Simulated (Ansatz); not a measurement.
# SiBr5: the cost of one run

Computed with Ansatz 0.2.0 (DFT PBE, scalar-relativistic, plane waves, PAW, unless a step's input says otherwise).

## Step 1: The system as given

The structure is cubic, space group F-43m (No. 216). The conventional cell has a = 9.083 Å, b = 9.083 Å, c = 9.083 Å, α = 90.00°, β = 90.00°, γ = 90.00°. Around Si (site symmetry -43m) lie 16 Br at 3.77 to 3.93 Å. Br (site symmetry -43m) has 12 Br at 3.77 Å and 4 Si at 3.93 Å in its first shell of neighbours. Around Br (site symmetry 3m) lie 6 Br at 3.21 Å.

As a file:

```xyz
6
Lattice="0.0000 4.5416 4.5416 4.5416 0.0000 4.5416 4.5416 4.5416 0.0000" Properties=species:S:1:pos:R:3 pbc="T T T"
Si    0.0000    0.0000    0.0000
Br    6.8123    6.8123    6.8123
Br    5.6769    5.6769    3.4062
Br    5.6769    3.4062    5.6769
Br    3.4062    5.6769    5.6769
Br    3.4062    3.4062    3.4062
```

The cell is invented: species swapped into a database cell of ZrCu5 (F-43m, No. 216), with Si on the Zr sites and Br on the Cu sites. Lengths come from tabulated atomic sizes and are only a guess.

## Step 2: A first look at the guess

input.yaml

```yaml
crystal:
  lattice:
    - [0.0, 4.54155978, 4.54155978]
    - [4.54155978, 0.0, 4.54155978]
    - [4.54155978, 4.54155978, 0.0]
  atoms:
    - { symbol: Si, position: [0.0, 0.0, 0.0] }
    - { symbol: Br, position: [0.75, 0.75, 0.75] }
    - { symbol: Br, position: [0.375, 0.375, 0.875] }
    - { symbol: Br, position: [0.375, 0.875, 0.375] }
    - { symbol: Br, position: [0.875, 0.375, 0.375] }
    - { symbol: Br, position: [0.375, 0.375, 0.375] }
basis:
  ecutwfc: 420
kpoints:
  mp_grid: { grid: [4, 4, 4] }
hamiltonian:
  xc: pbe
scf:
  occupations: { method: gaussian, width: 0.1 }
  lower_state_search: "off"
output:
  forces: true
  stress: true
  eigenvalues: true
```

Started as:

```
$ ansatz run input.yaml --threads 1 --pin off --max-ram 2560MiB --backend cpu --events-out ev --progress --plain --runs-dir out
```

Q: Estimate wall time and peak memory on 1 thread of Intel Xeon at 2.50GHz (Skylake/Cascade Lake), shared host.

About 7.6 s, with a peak of 0.37 GiB.
